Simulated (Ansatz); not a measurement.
**C₇H₉N: ionisation energy by level of theory**

Aim: the vertical ionisation energy of C₇H₉N, as cation minus neutral at the neutral's geometry, on several levels, and how well −ε(HOMO) stands in for it.

Method: unrestricted cation, the program's frozen cores in correlated methods; program: Ansatz 0.2.0, Gaussian basis.

Plan: UKS PBE-D4/def2-TZVPP; UKS r2SCAN-D4/def2-TZVPP; UKS PBE0-D4/def2-TZVPP; UKS B3LYP-D4/def2-TZVPP; UKS wB97X-V/def2-TZVPP; UKS wB97M-V/def2-TZVPP; UKS B2PLYP/def2-TZVPP; UHF-CCSD(T)/def2-TZVPP; UHF-MP2/def2-QZVPP; extrapolation to the limit; then −ε(HOMO) from the neutral's earlier runs with LDA (SPW92), PBE-D4, revPBE-D4, BLYP-D4, r2SCAN-D4, B97M-V, PBE0-D4, B3LYP-D4, r2SCANh-D4, r2SCAN0-D4, HSE06-D4, BHLYP-D4, CAM-B3LYP-D4, LC-ωPBE, ωB97X-V, ωB97M-V.

### Step 1. The relaxed structure

An earlier PBE0-D4 in a triple-zeta def2 set relaxation fixed the geometry.

SMILES `Cc1ccncc1C`, 17 atoms, charge 0, spin multiplicity 1.

Atoms are counted from 1 here; the program's logs count them from 0.

Bond lengths: C1–C2 1.494 Å, C1–H9 1.094 Å, C1–H10 1.090 Å, C1–H11 1.094 Å, C2–C3 1.388 Å, C2–C7 1.399 Å, C3–C4 1.386 Å, C3–H12 1.085 Å, C4–N5 1.326 Å, C4–H13 1.087 Å, N5–C6 1.327 Å, C6–C7 1.390 Å, C6–H14 1.088 Å, C7–C8 1.495 Å, C8–H15 1.091 Å, C8–H16 1.094 Å, C8–H17 1.094 Å. Angles: C2–C1–H9 111.2°, C2–C1–H10 111.3°, C2–C1–H11 111.2°, H9–C1–H10 108.2°, H9–C1–H11 106.7°, H10–C1–H11 108.2°, C1–C2–C3 121.3°, C1–C2–C7 121.2°, C3–C2–C7 117.6°, C2–C3–C4 119.8°, C2–C3–H12 120.2°, C4–C3–H12 120.0°, C3–C4–N5 123.2°, C3–C4–H13 120.3°, N5–C4–H13 116.5°, C4–N5–C6 116.8°, N5–C6–C7 125.0°, N5–C6–H14 116.0° and more.

### Step 2. Cation, UKS PBE-D4/def2-TZVPP

File in.yaml:

```yaml
crystal:
  periodic: [false, false, false]
  atoms:
    - {symbol: C, position_ang: [0.800157, -1.772860, 0.132784]}
    - {symbol: C, position_ang: [0.550264, -0.323298, -0.130247]}
    - {symbol: C, position_ang: [1.524331, 0.483786, -0.700953]}
    - {symbol: C, position_ang: [1.259430, 1.824230, -0.930575]}
    - {symbol: N, position_ang: [0.102030, 2.398391, -0.630922]}
    - {symbol: C, position_ang: [-0.827127, 1.623470, -0.085184]}
    - {symbol: C, position_ang: [-0.675182, 0.269648, 0.190888]}
    - {symbol: C, position_ang: [-1.790053, -0.510947, 0.808381]}
    - {symbol: H, position_ang: [0.698722, -2.004290, 1.197228]}
    - {symbol: H, position_ang: [1.801127, -2.065400, -0.184928]}
    - {symbol: H, position_ang: [0.076983, -2.401161, -0.395383]}
    - {symbol: H, position_ang: [2.490563, 0.068860, -0.967219]}
    - {symbol: H, position_ang: [2.016087, 2.463963, -1.376937]}
    - {symbol: H, position_ang: [-1.771442, 2.108481, 0.155359]}
    - {symbol: H, position_ang: [-2.657621, 0.125326, 0.988028]}
    - {symbol: H, position_ang: [-2.106670, -1.337419, 0.164925]}
    - {symbol: H, position_ang: [-1.491598, -0.950790, 1.764752]}
basis:
  gaussian: {orbitals: def2-TZVPP}
total_charge: 1
magnetization: {spin_polarized: true, initial_magnetization: 1}
hamiltonian: {xc: pbe, dispersion: d4}
```

On the command line:

```console
$ ansatz run in.yaml --threads 2 --pin off --events-out ev --progress --plain --max-ram 32768MiB --backend cuda --devices 0, --max-vram 18GiB
```

After this run come: Cation, UKS r2SCAN-D4/def2-TZVPP; Cation, UKS PBE0-D4/def2-TZVPP; Cation, UKS B3LYP-D4/def2-TZVPP; Cation, UKS wB97X-V/def2-TZVPP; Cation, UKS wB97M-V/def2-TZVPP; Cation, UKS B2PLYP (frozen core)/def2-TZVPP; Cation, UHF-CCSD(T)/def2-TZVPP; Cation, UHF-MP2/def2-QZVPP.

**Question.** What will the summary of the whole plan be? Wanted: ionisation energy, CCSD(T)/CBS; nearest functional by difference; nearest −ε(HOMO); −ε(HOMO) of PBE; T1 of the cation.

As calculated:

| quantity | value |
| --- | --- |
| ionisation energy, CCSD(T)/CBS | 9.36 eV |
| nearest functional by difference | B2PLYP (-0.21 eV) |
| nearest −ε(HOMO) | ωB97X-V (+0.02 eV) |
| −ε(HOMO) of PBE | 5.64 eV |
| T1 of the cation | 0.022 |

What this shows: Energy differences with functionals land within 0.48 eV of the reference. The PBE orbital energy is 3.7 eV too small: a semilocal HOMO is no ionisation energy. Among orbital estimates ωB97X-V comes nearest. Hartree-Fock falls 1.61 eV short, as the neutral has more correlation energy than the cation.
